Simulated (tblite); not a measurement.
# C4H10FNSi: the cost of one run

The runs use tblite 0.8.0 and PySCF 2.14.0, with density-fitted response routines of our own; the level of theory stands in each step. All values are computed, except where a source is named. Atoms are numbered from 0 throughout.

## Step 1: The molecule as given

17 atoms, charge 0, multiplicity 1; geometry from: force field or distance geometry start.

Bonds of the start (Å): C0–C1 1.50, C1–C2 1.50, C2–C3 1.53, C3–Si4 1.87, Si4–F5 1.66, Si4–N6 1.82, N6–C1 1.46, C0–H7 1.09, C0–H8 1.11, C0–H9 1.12, C1–H10 1.13, C2–H11 1.12, C2–H12 1.09, C3–H13 1.10, C3–H14 1.11, Si4–H15 1.45, N6–H16 1.05.

## Step 2: Relaxing the molecule with GFN2-xTB

Job settings and geometry (Å):

```
{"job": {"kind": "relax", "xc": "GFN2-xTB", "basis": "xTB"}, "charge": 0, "multiplicity": 1}
C      2.098200     0.162000    -0.456300
C      0.662100     0.229200    -0.035400
C     -0.059700    -1.090900    -0.051900
C     -1.264800    -0.764100     0.832200
Si    -1.667700     0.936800     0.175800
F     -1.675300     2.089300     1.377200
N     -0.154000     1.159000    -0.802000
H      2.292100    -0.633700    -1.178100
H      2.466300     1.157500    -0.783600
H      2.691300    -0.082500     0.458300
H      0.653400     0.634800     1.014000
H     -0.407200    -1.277300    -1.105000
H      0.530700    -1.920500     0.330600
H     -2.087600    -1.480700     0.709100
H     -0.868000    -0.722100     1.869700
H     -2.858500     0.946500    -0.658600
H     -0.358200     0.668800    -1.705900
```

Started as:

```console
$ OMP_NUM_THREADS=1 python probes_run.py task.json out
```

One launch serves the whole session: the jobs run in the order shown.

**Question.** How long does this first job take on 1 thread of Intel Xeon at 2.50GHz, shared host?

About 2.1 s.
